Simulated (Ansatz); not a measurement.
# C₂H₁₀AlFOSi: how energies converge with the basis set

An exercise on one series of results from a longer session: the logs are not shown, and one member is left open.

The runs use Ansatz 0.2.0, Gaussian basis; one geometry, several basis sets.

Plan: PBE0-D4/def2-SVP; ωB97M-V/def2-SVP; PBE0-D4/def2-QZVPP; ωB97M-V/def2-QZVPP; the functionals' def2-TZVPP values are taken from earlier runs.

### The relaxed structure

An earlier PBE0-D4 in a triple-zeta def2 set relaxation fixed the geometry.

SMILES `[CH3][Al-]([CH3])([F])[OH+][SiH3]`, 16 atoms, charge 0, spin multiplicity 1.

Atoms are counted from 1 here; the program's logs count them from 0.

Bond lengths: C1–Al2 1.955 Å, C1–H7 1.095 Å, C1–H8 1.094 Å, C1–H9 1.096 Å, Al2–C3 1.955 Å, Al2–F4 1.705 Å, Al2–O5 1.963 Å, C3–H10 1.094 Å, C3–H11 1.095 Å, C3–H12 1.096 Å, O5–Si6 1.713 Å, O5–H13 0.959 Å, Si6–H14 1.472 Å, Si6–H15 1.489 Å, Si6–H16 1.472 Å. Angles: Al2–C1–H7 111.4°, Al2–C1–H8 112.3°, Al2–C1–H9 112.1°, H7–C1–H8 106.9°, H7–C1–H9 106.3°, H8–C1–H9 107.5°, C1–Al2–C3 122.1°, C1–Al2–F4 115.2°, C1–Al2–O5 105.7°, C3–Al2–F4 115.2°, C3–Al2–O5 105.6°, F4–Al2–O5 84.6°, Al2–C3–H10 112.3°, Al2–C3–H11 111.4°, Al2–C3–H12 112.1°, H10–C3–H11 106.9°, H10–C3–H12 107.5°, H11–C3–H12 106.3° and more.

The first run:

Input file in.yaml:

```yaml
crystal:
  periodic: [false, false, false]
  atoms:
    - {symbol: C, position_ang: [-0.088612, -1.784582, 1.414702]}
    - {symbol: Al, position_ang: [0.289575, -0.648928, -0.130794]}
    - {symbol: C, position_ang: [2.110395, -0.344418, -0.773691]}
    - {symbol: F, position_ang: [-0.918417, -0.635020, -1.334472]}
    - {symbol: O, position_ang: [-0.410983, 1.125912, 0.331918]}
    - {symbol: Si, position_ang: [-1.723148, 1.710253, -0.601130]}
    - {symbol: H, position_ang: [0.164830, -2.830727, 1.212754]}
    - {symbol: H, position_ang: [-1.145619, -1.761421, 1.697393]}
    - {symbol: H, position_ang: [0.494190, -1.491318, 2.295066]}
    - {symbol: H, position_ang: [2.147747, 0.397333, -1.577565]}
    - {symbol: H, position_ang: [2.554237, -1.264849, -1.167939]}
    - {symbol: H, position_ang: [2.777058, 0.001190, 0.024413]}
    - {symbol: H, position_ang: [-0.084977, 1.693607, 1.032930]}
    - {symbol: H, position_ang: [-1.316638, 1.908840, -2.002029]}
    - {symbol: H, position_ang: [-1.959310, 3.036718, 0.033375]}
    - {symbol: H, position_ang: [-2.913227, 0.864811, -0.410430]}
basis:
  gaussian: {orbitals: def2-SVP}
hamiltonian: {xc: pbe0, dispersion: d4}
output: {orbitals: {seedname: orbitals}}
```

Run with:

```sh
> ansatz run in.yaml --threads 2 --pin off --events-out ev --progress --plain --max-ram 32768MiB --backend cpu
```

Among the steps run: PBE0-D4 in def2-SVP; ωB97M-V in def2-SVP; PBE0-D4 in def2-QZVPP; ωB97M-V in def2-QZVPP.

One table of the session follows, with a row left open; its other results are not shown here.

It belongs to the step «Functionals by basis». 

| functional | basis | HOMO (eV) |
| --- | --- | --- |
| PBE0-D4 | def2-SVP | -7.08 |
| PBE0-D4 | def2-TZVPP | -7.16 |
| PBE0-D4 | def2-QZVPP | -7.17 |
| ωB97M-V | def2-SVP | ? |
| ωB97M-V | def2-TZVPP | -9.40 |
| ωB97M-V | def2-QZVPP | -9.41 |

Q: Estimate the row for ωB97M-V, def2-SVP from the others.

As computed: HOMO (eV): -9.32. In the column «HOMO (eV)» it lies between ωB97M-V, def2-TZVPP (-9.40) and PBE0-D4, def2-QZVPP (-7.17).
